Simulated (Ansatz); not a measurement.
# Sb2TeO5: the cost of one run

Method: DFT PBE, scalar-relativistic, plane waves, PAW, unless a step names another level, in Ansatz 0.2.0.

4 further runs of the same task are left out: 4 set aside as unsound or not needed.

### 1 The formula and the candidates

Pauling electronegativities: Sb 2.05, Te 2.10, O 3.44 (spread 1.39). The formula balances with common oxidation states: Te +4, Sb +3, O -2. Tabulated atomic sizes suggest about 17 Å³/atom. 28 candidates were drawn, by swapping species into database cells of other compounds, at random by space group and Wyckoff sites, or by hand, as the table says; time allowed 22 of them to run, and these are listed.

| name | made from | space group no. | Wyckoff sites | atoms (primitive cell) | V (Å³/atom) |
| --- | --- | --- | --- | --- | --- |
| c01 | database cell of Li2BiF5 | 87 | Sb 4d; Te 2a; O 8h, 2b | 8 | 19.6 |
| c02 | random | 191 | Sb 2d; Te 1a; O 2c, 3g | 8 | 17.6 |
| c04 | random | 69 | Sb 8d; Te 4b; O 16j, 4a | 8 | 20.8 |
| c05 | random | 119 | Sb 2d, 2b; Te 2c; O 8h, 2a | 8 | 21.4 |
| c07 | random | 99 | Sb 2c; Te 1a; O 4e, 1b | 8 | 20.3 |
| c08 | built by hand: Bi2O2CO3 (bismutite, ordered Imm2) | 44 | Sb 4d; Te 2a; O 4d, 2a, 4d | 8 | 16.7 |
| c09 | random | 99 | Sb 1b, 1a; Te 1b; O 2c, 2c, 1a | 8 | 21.6 |
| c10 | random | 139 | Sb 4e; Te 2b; O 4d, 4c, 2a | 8 | 20.6 |
| c11 | random | 123 | Sb 2g; Te 1c; O 4m, 1a | 8 | 20.3 |
| c12 | random | 191 | Sb 2e; Te 1b; O 4h, 1a | 8 | 19.7 |
| c14 | database cell of Al5CuW2 | 123 | Sb 1a, 1d; Te 1b; O 4i, 1c | 8 | 16.5 |
| c15 | database cell of NaLi5N2 | 6 | Sb 1b, 1a; Te 1b; O 1a, 1b, 1b, 1a, 1a | 8 | 18.4 |
| c16 | database cell of Bi2CO5 | 42 | Sb 8c; Te 4a; O 4a, 8c, 8b | 8 | 15.4 |
| c17 | random | 191 | Sb 2c; Te 1b; O 1a, 4h | 8 | 19.3 |
| c18 | random | 10 | Sb 1e, 1g; Te 1d; O 2j, 2l, 1a | 8 | 16.8 |
| c19 | database cell of Na5LiN2 | 5 | Sb 4c; Te 2a; O 2b, 2a, 2b, 4c | 8 | 16.7 |
| c20 | random | 5 | Sb 4c; Te 2b; O 4c, 2b, 2b, 2a | 8 | 16.8 |
| c21 | random | 115 | Sb 2g; Te 1c; O 1d, 2g, 1a, 1b | 8 | 18.7 |
| c23 | database cell of CsPb2Cl5 | 1 | Sb 1a, 1a; Te 1a; O 1a, 1a, 1a, 1a, 1a | 8 | 23.3 |
| c24 | built by hand: Fe2TiO5 (ordered pseudobrookite) | 63 | Sb 8f; Te 4c; O 8f, 8f, 4c | 16 | 16.7 |
| c25 | random | 65 | Sb 4g; Te 2d; O 4i, 4k, 2c | 8 | 17.3 |
| c27 | database cell of V2OF5 | 5 | Sb 4c; Te 2a; O 2b, 4c, 4c | 8 | 19.0 |

### 2 Screening run of c10

The input, input.yaml:

```yaml
crystal:
  lattice:
    - [-2.85992846, 2.85992846, 5.02623556]
    - [2.85992846, -2.85992846, 5.02623556]
    - [2.85992846, 2.85992846, -5.02623556]
  atoms:
    - { symbol: Sb, position: [0.16364032, 0.16364032, 0.0] }
    - { symbol: Sb, position: [0.83635968, 0.83635968, 0.0] }
    - { symbol: Te, position: [0.5, 0.5, 0.0] }
    - { symbol: O, position: [0.75, 0.25, 0.5] }
    - { symbol: O, position: [0.25, 0.75, 0.5] }
    - { symbol: O, position: [0.5, 0.0, 0.5] }
    - { symbol: O, position: [0.0, 0.5, 0.5] }
    - { symbol: O, position: [0.0, 0.0, 0.0] }
basis:
  ecutwfc: 420
kpoints:
  mp_grid: { grid: [3, 3, 3] }
hamiltonian:
  xc: pbe
scf:
  occupations: { method: gaussian, width: 0.15 }
  lower_state_search: "off"
output:
  forces: true
  stress: true
  eigenvalues: true
relax:
  adjacent_minimum: "off"
  f_tol: 0.08
  max_steps: 16
  cell: { stress_tol: 0.8 }
```

Command:

```console
> ansatz run input.yaml --threads 1 --pin off --max-ram 2560MiB --backend cpu --events-out ev --progress --plain --runs-dir out
```

**Question.** How long does this run take on 1 thread of Intel Xeon 6975P-C (Granite Rapids), shared host, and how much memory does it need?

About 25 s, with a peak of 0.5 GiB.
